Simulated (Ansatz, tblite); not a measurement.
**Cis-Cu(H2O)2Cl2 (Cl₂CuH₄O₂): one state, many levels**

How do method and basis change the picture of cis-Cu(H2O)2Cl2 (Cl₂CuH₄O₂) (doublet)?

Program: Ansatz 0.2.0, Gaussian basis. Level of theory: as each input shows. These are calculated values, not measurements.

Levels to be run: GFN1-xTB, GFN2-xTB, PBE-D4/def2-TZVP, r2SCAN-D4/def2-TZVP, HF/def2-TZVP, LDA/def2-TZVP, CAM-B3LYP-D4/def2-TZVP, LC-ωPBE(0.10)/def2-SVP, LC-ωPBE(0.15)/def2-SVP, LC-ωPBE(0.20)/def2-SVP, LC-ωPBE(0.30)/def2-SVP, PBE-D4/def2-SVP, PBE0-D4/def2-SVP, HF/6-31G, B3LYP-D4/6-31G, PBE0-D4/def2-TZVPD, PBE-D4/def2-TZVPD, HF/def2-TZVPD, CCSD(T)/def2-SVP, MP2/def2-TZVP, RPA/def2-TZVP.

2 further runs of the same task are left out: 2 set aside as unsound or not needed. Runs told in other sessions of the task aren't counted.

## (1) The relaxed structure

The doublet was relaxed beforehand with PBE-D4/def2-SVP.

9 atoms, charge 0, spin multiplicity 2.

Bond lengths: Cu1–O2 2.093 Å, Cu1–O5 2.093 Å, Cu1–Cl8 2.227 Å, Cu1–Cl9 2.227 Å, O2–H3 1.002 Å, O2–H4 0.979 Å, O5–H6 1.002 Å, O5–H7 0.979 Å. Angles: O2–Cu1–O5 89.1°, O2–Cu1–Cl8 169.1°, O2–Cu1–Cl9 83.2°, O5–Cu1–Cl8 83.2°, O5–Cu1–Cl9 169.1°, Cl8–Cu1–Cl9 105.5°, Cu1–O2–H3 87.4°, Cu1–O2–H4 108.6°, H3–O2–H4 104.3°, Cu1–O5–H6 87.3°, Cu1–O5–H7 108.6°, H6–O5–H7 104.3°.

Formally the metal is d9. No spin-orbit coupling is included.

PBE0-D4/def2-TZVP was run before; its log isn't repeated, and its numbers join the tables.

## (2) GFN1-xTB

Tight binding, by tblite at 300 K electronic temperature and without a spin-polarisation term:

```python
tblite.interface.Calculator('GFN1-xTB', numbers, positions, charge=0, uhf=1).singlepoint()
```

Energy -669.7541 eV; 0.015 s.

## (3) GFN2-xTB

Tight binding, by tblite at 300 K electronic temperature and without a spin-polarisation term:

```python
tblite.interface.Calculator('GFN2-xTB', numbers, positions, charge=0, uhf=1).singlepoint()
```

Energy -631.3765 eV; 0.006 s.

## (4) PBE-D4/def2-TZVP

start.molden holds the orbitals of an earlier run on this state, given as this run's starting guess.

in.yaml

```yaml
crystal:
  periodic: [false, false, false]
  atoms:
    - {symbol: Cu, position_ang: [-0.391026, -0.463023, 0.169543]}
    - {symbol: O, position_ang: [1.571678, -0.355898, -0.549771]}
    - {symbol: H, position_ang: [1.624942, -1.347608, -0.417380]}
    - {symbol: H, position_ang: [2.141949, 0.013336, 0.154885]}
    - {symbol: O, position_ang: [-0.499762, 1.625554, 0.085152]}
    - {symbol: H, position_ang: [-1.462997, 1.539423, 0.347040]}
    - {symbol: H, position_ang: [-0.527877, 1.898199, -0.854494]}
    - {symbol: Cl, position_ang: [-2.562506, -0.292076, 0.632788]}
    - {symbol: Cl, position_ang: [0.105619, -2.617897, 0.432226]}
basis:
  gaussian: {orbitals: def2-TZVP, initial_orbitals: start.molden}
magnetization: {spin_polarized: true, initial_magnetization: 1}
hamiltonian: {xc: pbe, dispersion: d4}
scf: {omitted_lower_state_checks: [starts]}
output: {orbitals: {seedname: orbitals}}
```

Run with:

```sh
$ ansatz run in.yaml --threads 4 --pin off --events-out ev --progress --plain --max-ram 4787MiB
```

The runs that follow: r2SCAN-D4/def2-TZVP; HF/def2-TZVP; LDA/def2-TZVP; CAM-B3LYP-D4/def2-TZVP; LC-ωPBE(0.10)/def2-SVP; LC-ωPBE(0.15)/def2-SVP; LC-ωPBE(0.20)/def2-SVP; LC-ωPBE(0.30)/def2-SVP; PBE-D4/def2-SVP; PBE0-D4/def2-SVP; HF/6-31G; B3LYP-D4/6-31G; PBE0-D4/def2-TZVPD; PBE-D4/def2-TZVPD; HF/def2-TZVPD; CCSD(T)/def2-SVP; MP2/def2-TZVP; RPA/def2-TZVP.

Before running them: what should the planned runs give, taken together? Wanted: gap in def2-TZVP, named functionals and Hartree-Fock, smallest and largest; gap over the ω; correlation energy, CCSD(T)/def2-SVP; correlation energy, MP2/def2-TZVP; binding an atom, CCSD(T)/def2-SVP; ⟨S²⟩ in def2-TZVP, named functionals and Hartree-Fock, smallest and largest; PBE0 total energy, smallest basis above largest.

As calculated:

| quantity | value |
| --- | --- |
| gap in def2-TZVP, named functionals and Hartree-Fock, smallest and largest | 0.66 eV (LDA), 12.60 eV (HF) |
| gap over the ω (1/bohr) | 3.74 eV at 0.1, 7.24 eV at 0.3 |
| correlation energy, CCSD(T)/def2-SVP | -26.48 eV |
| correlation energy, MP2/def2-TZVP | -33.56 eV |
| binding an atom, CCSD(T)/def2-SVP | 2.855 eV |
| ⟨S²⟩ in def2-TZVP, named functionals and Hartree-Fock, smallest and largest | 0.751, 0.754 |
| PBE0 total energy, smallest basis above largest | 20.30 eV (def2-SVP, def2-TZVPD) |

What this shows: Over the named functionals and Hartree-Fock in def2-TZVP the gap runs from 0.66 eV (LDA) to 12.60 eV (HF); exact exchange widens it. Raising the ω (1/bohr) from 0.1 to 0.3 moves the HOMO by -2.30 eV and the LUMO by +1.21 eV. A small miss in a minimal or small basis is a cancelling of errors, not accuracy. The functionals in def2-TZVP miss CCSD(T)/def2-SVP by +0.147 (PBE0-D4) to +0.746 eV (LDA) an atom. The yardstick is in a double-zeta basis, so levels in larger sets aren't compared like for like. CCSD(T)/def2-SVP isn't at the basis-set limit; small misses against it rank nothing.
